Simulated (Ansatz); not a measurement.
**CH9NOSi2: a ladder of functionals and wavefunction methods**

An exercise on one series of results from a longer session: the logs are not shown, and one member is left open.

Computed with Ansatz 0.2.0, Gaussian basis. Level: functionals in def2-TZVPP, the program's frozen cores in correlated methods.

Plan: PBE-D4, r2SCAN-D4, PBE0-D4, B3LYP-D4, ωB97X-V, ωB97M-V, B2PLYP; CCSD(T)/def2-TZVPP; MP2/def2-QZVPP; extrapolation to the limit.

## The relaxed structure

The geometry comes from an earlier relaxation with PBE0-D4 in a triple-zeta def2 set; it is a stationary point, not always the lowest conformer.

SMILES `C[SiH](N)O[SiH3]`, 14 atoms, charge 0, spin multiplicity 1.

Atoms are counted from 1 here; the program's logs count them from 0.

Bond lengths: C1–Si2 1.854 Å, C1–H6 1.092 Å, C1–H7 1.092 Å, C1–H8 1.094 Å, Si2–N3 1.709 Å, Si2–O4 1.650 Å, Si2–H9 1.485 Å, N3–H10 1.006 Å, N3–H11 1.006 Å, O4–Si5 1.632 Å, Si5–H12 1.489 Å, Si5–H13 1.488 Å, Si5–H14 1.484 Å. Angles: Si2–C1–H6 111.0°, Si2–C1–H7 110.6°, Si2–C1–H8 110.7°, H6–C1–H7 108.6°, H6–C1–H8 108.2°, H7–C1–H8 107.6°, C1–Si2–N3 110.0°, C1–Si2–O4 106.7°, C1–Si2–H9 113.2°, N3–Si2–O4 114.1°, N3–Si2–H9 106.1°, O4–Si2–H9 106.9°, Si2–N3–H10 122.0°, Si2–N3–H11 122.8°, H10–N3–H11 111.9°, Si2–O4–Si5 139.1°, O4–Si5–H12 111.1°, O4–Si5–H13 110.8° and more.

Set-up of the first run:

The input, in.yaml:

```yaml
crystal:
  periodic: [false, false, false]
  atoms:
    - {symbol: C, position_ang: [-1.844379, -0.967220, 0.649238]}
    - {symbol: Si, position_ang: [-0.702033, 0.405294, 0.149849]}
    - {symbol: N, position_ang: [0.167917, 0.964692, 1.510160]}
    - {symbol: O, position_ang: [0.249131, -0.187871, -1.060252]}
    - {symbol: Si, position_ang: [1.792752, -0.083751, -1.579350]}
    - {symbol: H, position_ang: [-2.592999, -0.613893, 1.361368]}
    - {symbol: H, position_ang: [-2.358855, -1.375745, -0.223295]}
    - {symbol: H, position_ang: [-1.286391, -1.783815, 1.116410]}
    - {symbol: H, position_ang: [-1.412674, 1.588179, -0.399038]}
    - {symbol: H, position_ang: [0.580662, 1.881335, 1.539529]}
    - {symbol: H, position_ang: [0.583832, 0.343662, 2.183718]}
    - {symbol: H, position_ang: [2.244670, 1.333923, -1.639140]}
    - {symbol: H, position_ang: [2.707479, -0.828120, -0.671798]}
    - {symbol: H, position_ang: [1.870887, -0.676669, -2.937388]}
basis:
  gaussian: {orbitals: def2-TZVPP}
hamiltonian: {xc: pbe, dispersion: d4}
output: {forces: true, orbitals: {seedname: orbitals}}
```

Command:

```console
$ ansatz run in.yaml --threads 2 --pin off --events-out ev --progress --plain --max-ram 22528MiB --backend cuda --devices 0, --max-vram 18GiB
```

Among the steps run: PBE-D4 (GGA); r2SCAN-D4 (meta-GGA); PBE0-D4 (hybrid); B3LYP-D4 (hybrid); ωB97X-V (range-separated); ωB97M-V (range-separated); B2PLYP (double hybrid); CCSD(T) in def2-TZVPP; MP2 in def2-QZVPP.

One of the session's tables, all rows but one given; the rest of the session is left out.

| method | atomisation energy (kcal/mol) |
| --- | --- |
| PBE-D4 | 1203.8 |
| r2SCAN-D4 | 1200.4 |
| PBE0-D4 | 1191.4 |
| B3LYP-D4 | 1204.0 |
| ωB97X-V | 1209.2 |
| ωB97M-V | 1207.4 |
| B2PLYP | 1190.4 |
| HF/def2-TZVPP | 892.4 |
| MP2/def2-TZVPP | 1182.5 |
| CCSD/def2-TZVPP | 1160.1 |
| CCSD(T)/def2-TZVPP | 1173.2 |
| MP2/CBS | 1216.0 |
| CCSD(T)/CBS | ? |

Estimate the missing values for CCSD(T)/CBS.

The run gave: atomisation energy (kcal/mol): 1206.6. In the column «atomisation energy (kcal/mol)» it lies between B3LYP-D4 (1204.0) and ωB97M-V (1207.4).

To keep in mind: Free atoms (1 C, 2 Si, 1 N, 1 O, 9 H) were run apart at each level; the atomisation energy is their sum less the molecule, without zero-point or spin-orbit terms.
